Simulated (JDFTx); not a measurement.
HfB:

```
Hf B
1.0
     0.00000    2.31000    2.31000
     2.31000    0.00000    2.31000
     2.31000    2.31000    0.00000
Hf B
1 1
Direct
  0.50000 0.50000 0.50000
  0.00000 0.00000 0.00000
```

Base run:

| Quantity | Value |
| --- | --- |
| Program | JDFTx 1.7.0 (patched build) |
| Functional | PBE |
| Potentials or basis | PseudoDojo-SR-PBE-0.5-standard with smoothed tails |
| Cutoff | 1034 eV |
| Density cutoff | 8272 eV |
| k mesh | 10 × 10 × 10 |
| Occupations | fermi-dirac, width 0.05 eV |
| Spin | no spin polarisation |
| Hubbard terms | Hf d U = 2 eV |

Its results: band gap on the k mesh none (metal or under the smearing width); pressure 27.7 GPa.

Question: The run is repeated on the same cell with these changes: hubbard terms from Hf d U = 2 eV to Hf d U = 4 eV. What comes out?

Answer: Band gap on the k mesh none (metal or under the smearing width); pressure 25.3 GPa.

Caveats: U without spin polarisation on a metal has little footing; the U is typed as a test and isn't derived for this compound.

Not every run made on this cell is shown here.
